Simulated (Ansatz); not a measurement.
Crystal: CsLiCr2Te2S3.

```
Cs Li Cr Te S
1.0
     3.60358    0.00000    0.00000
    -1.80179    3.12079    0.00000
     0.00000    0.00000   19.06651
Cs Li Cr Te S
1 1 2 2 3
Direct
  0.00000 0.00000 0.37399
  0.66667 0.33333 0.01607
  0.00000 0.00000 0.86637
  0.33333 0.66667 0.16833
  0.33333 0.66667 0.53891
  0.66667 0.33333 0.77276
  0.00000 0.00000 0.10030
  0.33333 0.66667 0.92920
  0.66667 0.33333 0.23408
```

The cell was built by a generator and needn't be a form met in nature.

- Program: Ansatz 0.2.0
- Task: single point
- Functional: PBE
- Potentials or basis: Ansatz PAW
- Cutoff: 420 eV (not typed: the program's choice for these potentials)
- k mesh: 9 × 9 × 2
- Occupations: fermi-dirac, width 0.05 eV
- Spin: collinear spin, ferromagnetic start
- Starting moments: [0.0, 0.0, 3.0, 3.0, 0.0, 0.0, 0.0, 0.0, 0.0] μB

On this cell: pressure 0.0 GPa; largest force 0.033 eV/Å; net moment 5.64 μB per cell; site moments Cs +0.00; Li -0.01; Cr +2.58, +2.74; Te -0.01, -0.15; S -0.05, -0.06 μB; band gap on the k mesh none (metal or under the smearing width).

The same run follows on a disturbed copy (atoms moved at random, drawn with an rms of 0.05 Å):

```
Cs Li Cr Te S
1.0
     3.60358    0.00000    0.00000
    -1.80179    3.12079    0.00000
     0.00000    0.00000   19.06651
Cs Li Cr Te S
1 1 2 2 3
Direct
  0.98833 0.00147 0.37267
  0.65680 0.33658 0.01809
  0.00588 0.99605 0.86809
  0.33910 0.66741 0.16782
  0.32562 0.65889 0.53663
  0.66025 0.33155 0.77470
  0.98849 0.98642 0.09889
  0.34275 0.67646 0.92928
  0.66133 0.34103 0.23365
```

**Question.** What changes?

**Answer.** The energy (extrapolated to zero smearing) moves by +3.4 meV/atom; pressure 0.3 GPa; largest force 0.369 eV/Å; net moment 5.64 μB per cell; site moments Cs +0.00; Li -0.01; Cr +2.54, +2.71; Te -0.01, -0.14; S -0.04, -0.06 μB; band gap on the k mesh none (metal or under the smearing width).

Forces on the atoms (eV/Å):
```
Cs   0.011  0.002  0.078
Li   0.029 -0.025 -0.069
Cr  -0.151  0.188 -0.135
Cr  -0.366 -0.033 -0.035
Te  -0.011  0.012  0.010
Te   0.124  0.029 -0.050
S    0.107  0.236  0.132
S    0.010 -0.225  0.172
S    0.248 -0.184 -0.104
```

Stress tensor (GPa, compression positive):
```
 0.44  0.04 -0.04
 0.04  0.06 -0.48
-0.04 -0.48  0.39
```

Caveats: only a ferromagnetic start was run, and an antiferromagnetic order may lie lower in energy.
